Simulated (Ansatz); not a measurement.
# CH3FIIn: taking an electron away

The task here is to estimate one member of a computed series from the others.

Computed with Ansatz 0.2.0, Gaussian basis. Level: unrestricted cation, the program's frozen cores in correlated methods.

The runs, in order: UKS PBE-D4/def2-TZVPP; UKS r2SCAN-D4/def2-TZVPP; UKS PBE0-D4/def2-TZVPP; UKS B3LYP-D4/def2-TZVPP; UKS wB97X-V/def2-TZVPP; UKS wB97M-V/def2-TZVPP; UKS B2PLYP/def2-TZVPP; UHF-CCSD(T)/def2-TZVPP; UHF-MP2/def2-QZVPP; extrapolation to the limit; then −ε(HOMO) from the neutral's earlier runs with LDA (SPW92), PBE-D4, revPBE-D4, BLYP-D4, r2SCAN-D4, B97M-V, PBE0-D4, B3LYP-D4, r2SCANh-D4, r2SCAN0-D4, HSE06-D4, BHLYP-D4, CAM-B3LYP-D4, LC-ωPBE, ωB97X-V, ωB97M-V.

## The relaxed structure

All runs share one geometry, relaxed beforehand with PBE0-D4 in a triple-zeta def2 set. In, I take the def2 core potential; no spin-orbit term is included.

SMILES `[CH3][In]([F])[I]`, 7 atoms, charge 0, spin multiplicity 1.

Atoms are counted from 1 here; the program's logs count them from 0.

Bond lengths: C1–In2 2.128 Å, C1–H5 1.089 Å, C1–H6 1.089 Å, C1–H7 1.089 Å, In2–F3 1.952 Å, In2–I4 2.642 Å. Angles: In2–C1–H5 109.1°, In2–C1–H6 109.1°, In2–C1–H7 108.8°, H5–C1–H6 109.2°, H5–C1–H7 110.3°, H6–C1–H7 110.3°, C1–In2–F3 118.6°, C1–In2–I4 131.1°, F3–In2–I4 110.3°.

Set-up of the first run:

in.yaml reads:

```yaml
crystal:
  periodic: [false, false, false]
  atoms:
    - {symbol: C, position_ang: [-0.304814, 1.023128, 0.407473]}
    - {symbol: In, position_ang: [0.336496, -0.861351, -0.344847]}
    - {symbol: F, position_ang: [2.251646, -1.194396, -0.522698]}
    - {symbol: I, position_ang: [-1.037650, -2.974623, -1.136732]}
    - {symbol: H, position_ang: [-0.926167, 1.512491, -0.341777]}
    - {symbol: H, position_ang: [-0.891258, 0.864490, 1.311803]}
    - {symbol: H, position_ang: [0.571746, 1.630251, 0.626778]}
basis:
  gaussian: {orbitals: def2-TZVPP}
total_charge: 1
magnetization: {spin_polarized: true, initial_magnetization: 1}
hamiltonian: {xc: pbe, dispersion: d4}
```

The run is started by

```bash
$ ansatz run in.yaml --threads 2 --pin off --events-out ev --progress --plain --max-ram 32768MiB --backend cpu
```

Steps of the session up to this table: Cation, UKS PBE-D4/def2-TZVPP; Cation, UKS r2SCAN-D4/def2-TZVPP; Cation, UKS PBE0-D4/def2-TZVPP; Cation, UKS B3LYP-D4/def2-TZVPP; Cation, UKS wB97X-V/def2-TZVPP; Cation, UKS wB97M-V/def2-TZVPP; Cation, UKS B2PLYP (frozen core)/def2-TZVPP; Cation, UHF-CCSD(T)/def2-TZVPP; Cation, UHF-MP2/def2-QZVPP.

One table of the session follows, with a row left open; its other results are not shown here.

It belongs to the step «Ionisation energies side by side». For comparison, −ε(HOMO) of the neutral from earlier runs:

| functional | −ε(HOMO) (eV) |
| --- | --- |
| LDA (SPW92) | 6.74 |
| PBE-D4 | 6.56 |
| revPBE-D4 | 6.50 |
| BLYP-D4 | 6.38 |
| r2SCAN-D4 | 6.86 |
| B97M-V | 6.86 |
| PBE0-D4 | 7.71 |
| B3LYP-D4 | 7.46 |
| r2SCANh-D4 | 7.28 |
| r2SCAN0-D4 | 7.91 |
| HSE06-D4 | ? |
| BHLYP-D4 | 8.68 |
| CAM-B3LYP-D4 | 8.96 |
| LC-ωPBE | 10.30 |
| ωB97X-V | 9.96 |
| ωB97M-V | 9.84 |

**Question.** Estimate the row for HSE06-D4.

The run gave: −ε(HOMO) (eV): 7.32. In the column «−ε(HOMO) (eV)» it lies between r2SCANh-D4 (7.28) and B3LYP-D4 (7.46).

Caveats from the session: The cation may have settled in a state other than its lowest; no search over hole states beyond the program's own was made.
